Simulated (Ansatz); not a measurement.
# CH5F3Si2: one species, many methods

The task here is to estimate one member of a computed series from the others.

Method: functionals in def2-TZVPP, the program's frozen cores in correlated methods; program: Ansatz 0.2.0, Gaussian basis.

Plan: LDA (SPW92), PBE-D4, revPBE-D4, BLYP-D4, r2SCAN-D4, B97M-V, PBE0-D4, B3LYP-D4, r2SCANh-D4, r2SCAN0-D4, HSE06-D4, BHLYP-D4, CAM-B3LYP-D4, LC-ωPBE, ωB97X-V, ωB97M-V, B2PLYP, PBE-QIDH; CCSD(T)/def2-SVP; CCSD(T)/def2-TZVPP; MP2/def2-QZVPP; extrapolation to the limit; RPA on PBE.

### The relaxed structure

All runs share one geometry, relaxed beforehand with PBE0-D4 in a triple-zeta def2 set.

SMILES `F[SiH2]C[SiH](F)F`, 11 atoms, charge 0, spin multiplicity 1.

Atoms are counted from 1 here; the program's logs count them from 0.

Bond lengths: F1–Si2 1.602 Å, Si2–C3 1.863 Å, Si2–H7 1.481 Å, Si2–H8 1.481 Å, C3–Si4 1.841 Å, C3–H9 1.097 Å, C3–H10 1.097 Å, Si4–F5 1.589 Å, Si4–F6 1.589 Å, Si4–H11 1.475 Å. Angles: F1–Si2–C3 108.2°, F1–Si2–H7 107.6°, F1–Si2–H8 107.6°, C3–Si2–H7 111.1°, C3–Si2–H8 111.1°, H7–Si2–H8 111.1°, Si2–C3–Si4 117.4°, Si2–C3–H9 108.2°, Si2–C3–H10 108.2°, Si4–C3–H9 107.7°, Si4–C3–H10 107.7°, H9–C3–H10 107.1°, C3–Si4–F5 109.5°, C3–Si4–F6 109.5°, C3–Si4–H11 114.7°, F5–Si4–F6 107.0°, F5–Si4–H11 107.9°, F6–Si4–H11 107.9°.

The first run:

Contents of in.yaml:

```yaml
crystal:
  periodic: [false, false, false]
  atoms:
    - {symbol: F, position_ang: [-0.349939, 2.047160, -2.031970]}
    - {symbol: Si, position_ang: [0.147928, 1.453487, -0.629512]}
    - {symbol: C, position_ang: [-0.367466, -0.334147, -0.539998]}
    - {symbol: Si, position_ang: [0.080158, -1.270627, 0.980221]}
    - {symbol: F, position_ang: [1.657419, -1.245243, 1.175421]}
    - {symbol: F, position_ang: [-0.557656, -0.558994, 2.250338]}
    - {symbol: H, position_ang: [1.622194, 1.585816, -0.584848]}
    - {symbol: H, position_ang: [-0.491144, 2.246907, 0.445244]}
    - {symbol: H, position_ang: [-1.457307, -0.383099, -0.653812]}
    - {symbol: H, position_ang: [0.069536, -0.860416, -1.397419]}
    - {symbol: H, position_ang: [-0.353723, -2.680853, 0.986335]}
basis:
  gaussian: {orbitals: def2-TZVPP}
hamiltonian: {xc: lda}
output: {orbitals: {seedname: orbitals}}
```

Among the steps run: LDA; PBE-D4 (GGA); revPBE-D4 (GGA); BLYP-D4 (GGA); r2SCAN-D4 (meta-GGA); B97M-V (meta-GGA); PBE0-D4 (hybrid); B3LYP-D4 (hybrid); r2SCANh-D4 (hybrid); r2SCAN0-D4 (hybrid); HSE06-D4 (hybrid); BHLYP-D4 (hybrid); CAM-B3LYP-D4 (range-separated); LC-ωPBE-D4 (range-separated; the results give it without D4); ωB97X-V (range-separated); ωB97M-V (range-separated); B2PLYP (double hybrid); PBE-QIDH (double hybrid).

One of the session's tables, all rows but one given; the rest of the session is left out.

It belongs to the step «Frontier levels by functional». 

| functional | HOMO (eV) | gap (eV) |
| --- | --- | --- |
| LDA (SPW92) | -8.02 | 6.82 |
| PBE-D4 | -7.90 | 7.01 |
| revPBE-D4 | -7.85 | 7.10 |
| BLYP-D4 | -7.80 | 7.05 |
| r2SCAN-D4 | -8.25 | 7.75 |
| B97M-V | -8.35 | 7.66 |
| PBE0-D4 | -9.31 | 9.31 |
| B3LYP-D4 | -9.09 | 8.87 |
| r2SCANh-D4 | -8.76 | 8.56 |
| r2SCAN0-D4 | -9.54 | 9.77 |
| HSE06-D4 | -8.91 | 8.53 |
| BHLYP-D4 | -10.63 | 11.52 |
| CAM-B3LYP-D4 | -10.71 | 11.70 |
| LC-ωPBE | ? | ? |
| ωB97X-V | -11.69 | 13.75 |
| ωB97M-V | -11.52 | 13.26 |

Q: Estimate the row for LC-ωPBE from the others.

The run gave: HOMO (eV): -12.04; gap (eV): 14.25. In the column «HOMO (eV)» it is the lowest.
